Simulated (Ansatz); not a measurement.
# BF4H3O: the cost of one run

The runs use Ansatz 0.2.0, Gaussian basis; PBE-D4/def2-TZVP.

1 further run of the same task is left out (it didn't finish).

## Step 1: Where the work starts

The start, a first-order saddle point found at PBE0-D4 in triple zeta: 9 atoms, charge 0, spin multiplicity 1.

Atoms are counted from 1 here; the program's logs count them from 0.

Bond lengths: B1–F3 1.338 Å, B1–F4 1.332 Å, B1–O6 1.462 Å, F2–H7 1.049 Å, H5–F8 1.067 Å, O6–H9 0.962 Å. Angles: F3–B1–F4 118.9°, F3–B1–O6 113.6°, F4–B1–O6 113.4°, B1–O6–H9 111.2°.

Coordinates:

```
B    -0.5277   -0.7636   -0.2199
F    -0.8257    0.2064    1.1002
F    -1.6674   -0.7161   -0.9196
F    -0.1620   -1.9162    0.3388
H     1.1043    0.7515    0.0300
O     0.5794   -0.0484   -0.8534
H     0.0381    0.7875    1.2294
F     1.1709    1.2943    0.9458
H     0.2900    0.4045   -1.6512
```

## Step 2: The relaxation

run/in.yaml

```yaml
crystal:
  periodic: [false, false, false]
  atoms:
    - {symbol: B, position_ang: [-0.527678, -0.763563, -0.219852]}
    - {symbol: F, position_ang: [-0.825701, 0.206424, 1.100186]}
    - {symbol: F, position_ang: [-1.667382, -0.716072, -0.919578]}
    - {symbol: F, position_ang: [-0.161950, -1.916150, 0.338781]}
    - {symbol: H, position_ang: [1.104324, 0.751484, 0.029958]}
    - {symbol: O, position_ang: [0.579390, -0.048374, -0.853444]}
    - {symbol: H, position_ang: [0.038063, 0.787467, 1.229383]}
    - {symbol: F, position_ang: [1.170946, 1.294316, 0.945789]}
    - {symbol: H, position_ang: [0.289986, 0.404471, -1.651224]}
basis:
  gaussian: {orbitals: def2-TZVP}
hamiltonian: {xc: pbe, dispersion: d4}
relax: {f_tol: 0.01, max_steps: 60, escape_saddle: false}
```

On the command line:

```console
$ ansatz run in.yaml --threads 8 --pin off --events-out ev --progress --plain --max-ram 19148MiB
```

**Question.** How long does this run take on 8 threads of Arm Neoverse V1, shared host?

About 26 s.
